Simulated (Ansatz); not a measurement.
# Fe: the cost of one run

Method: DFT PBEsol, scalar-relativistic, plane waves, PAW, in Ansatz 0.2.0.

## 1. The starting structure

Symmetry: P6_3/mmc, No. 194, hexagonal system. Conventional cell: a = 2.430 Å, b = 2.430 Å, c = 3.838 Å, α = 90.00°, β = 90.00°, γ = 120.00°. Fe (site symmetry -6m2) has 12 Fe at 2.38 to 2.43 Å as nearest neighbours.

Coordinates:

```cif
data_structure
_symmetry_space_group_name_H-M 'P6_3/mmc'
_symmetry_Int_Tables_number 194
_cell_length_a 2.4296
_cell_length_b 2.4296
_cell_length_c 3.8384
_cell_angle_alpha 90.000
_cell_angle_beta 90.000
_cell_angle_gamma 120.000
_cell_volume 19.62
loop_
_atom_site_label
_atom_site_type_symbol
_atom_site_symmetry_multiplicity
_atom_site_Wyckoff_symbol
_atom_site_fract_x
_atom_site_fract_y
_atom_site_fract_z
_atom_site_occupancy
Fe1 Fe 2 c 0.33333 0.66667 0.25000 1
```

An earlier run at PBEsol left this cell at 9.811 Å³/atom and -0.01 GPa (20×20×12 mesh).

## 2. Antiferromagnetic, in the cell as typed

The input, input.yaml:

```yaml
crystal:
  lattice:
    - [2.4296151989, 0.0, 0.0]
    - [-1.2148075995, 2.1041084836, 0.0]
    - [0.0, 0.0, 3.8384250565]
  atoms:
    - { symbol: Fe, position: [0.3333333333, 0.6666666667, 0.25], spin: 2.5 }
    - { symbol: Fe, position: [0.6666666667, 0.3333333333, 0.75], spin: -2.5 }
basis:
  ecutwfc: 420
  ecutrho_ratio: 4
kpoints:
  mp_grid: { grid: [20, 20, 12] }
hamiltonian:
  xc: pbesol
scf:
  occupations: { method: gaussian, width: 0.05 }
  lower_state_search: "off"
output:
  forces: true
  stress: true
  eigenvalues: true
  populations: true
magnetization:
  spin_polarized: true
```

Started as:

```
> ansatz run input.yaml --threads 1 --pin off --max-ram 2560MiB --backend cpu --events-out ev --progress --plain --runs-dir out
```

**Question.** How long does this run take on 1 thread of Intel Xeon at 2.70GHz, shared host, and how much memory does it need?

About 95 s, with a peak of 0.56 GiB.
